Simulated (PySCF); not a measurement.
# RbLi: spin, charge, geometry and surroundings

How does RbLi answer to another spin, charge, distance or environment?

Program: PySCF 2.14.0. Level of theory: each script names its method and basis. These are calculated values, not measurements.

2 further runs of the same task are left out: 1 for a known fault of the program, 1 that didn't finish.

### Step 1. Where the work starts

RbLi: 2 atoms, charge 0, spin multiplicity 1.

Bond lengths: Rb1–Li2 3.345 Å.

### Step 2. Base script

Contents of input.py:

```python
from pyscf import gto, dft

mol = gto.M(
    atom='Rb 0 0 0; Li 0 0 3.345',
    basis='def2-tzvp',
    ecp={'Rb': 'def2-tzvp'},
    charge=0,
    spin=0,
    symmetry=True,
    verbose=4,
)
mf = dft.RKS(mol, xc='b3pw91')
mf.kernel()
mf.mulliken_pop()
mf.dip_moment()
print('orbital energies (hartree):', mf.mo_energy[..., max(0, mol.nelec[1]-3):mol.nelec[0]+3].round(4))
```

On the command line:

```console
> OMP_NUM_THREADS=1 python input.py
```

The log of this run is left out.

Base result: E(SCF) = -31.621122 Eh, 8 cycles, μ = 3.75 D.

The bond length is a typed value, not an optimised one.

### Step 3. Bond 2.944 Å

Run 1 changes bond length: 3.345 Å → 2.944 Å.

Contents of input.py:

```python
from pyscf import gto, dft

mol = gto.M(
    atom='Rb 0 0 0; Li 0 0 2.944',
    basis='def2-tzvp',
    ecp={'Rb': 'def2-tzvp'},
    charge=0,
    spin=0,
    symmetry=True,
    verbose=4,
)
mf = dft.RKS(mol, xc='b3pw91')
mf.kernel()
mf.mulliken_pop()
mf.dip_moment()
print('orbital energies (hartree):', mf.mo_energy[..., max(0, mol.nelec[1]-3):mol.nelec[0]+3].round(4))
```

On the command line:

```console
> OMP_NUM_THREADS=1 python input.py
```

### Step 4. Electric field 0.005 a.u.

Run 2 changes electric field: none → 0.005 a.u.; point-group symmetry: on → off.

Edit input.py of step 2 so:

```diff
@@ -8,3 +8,2 @@
     spin=0,
-    symmetry=True,
     verbose=4,
@@ -12,2 +11,7 @@
 mf = dft.RKS(mol, xc='b3pw91')
+field = 0.005  # electric field along z, atomic units
+h = mf.get_hcore() + field*mol.intor('int1e_r')[2]
+mf.get_hcore = lambda *args: h
+e_nuc = mol.energy_nuc() - field*mol.atom_charges() @ mol.atom_coords()[:, 2]
+mf.energy_nuc = lambda *args: e_nuc
 mf.kernel()
```

### Step 5. Charge -1 (doublet, UKS)

Run 3 changes charge: 0 → -1; spin (2S): 0 → 1; SCF type: RKS → UKS.

Contents of input.py:

```python
from pyscf import gto, dft

mol = gto.M(
    atom='Rb 0 0 0; Li 0 0 3.345',
    basis='def2-tzvp',
    ecp={'Rb': 'def2-tzvp'},
    charge=-1,
    spin=1,
    symmetry=True,
    verbose=4,
)
mf = dft.UKS(mol, xc='b3pw91')
mf.kernel()
mf.mulliken_pop()
mf.dip_moment()
print('orbital energies (hartree):', [e[max(0, n-3):n+3].round(4) for e, n in zip(mf.mo_energy, mol.nelec)])
```

Q: Predict the outcome of this session. Wanted: for each run, E(SCF); from base; gap, α spin; SCF dipole.

The runs gave:

```tsv
run	E(SCF) (hartree)	from base (eV)	cycles	gap, α spin (eV)	SCF dipole (D)
base	-31.621122	0	8	1.89	3.75
bond 2.944 Å	-31.613927	+0.1958	8	2.07	3.41
electric field 0.005 a.u.	-31.619833	+0.0351	9	1.50	2.80
charge -1 (doublet, UKS)	-31.636874	-0.4287	12	1.22	n/a
```

**Reading.** Of the runs whose energies can be compared, “bond 2.944 Å” moves the SCF energy most (+0.196 eV). At the SCF level, adding an electron (to the doublet) releases 0.43 eV at fixed geometry.
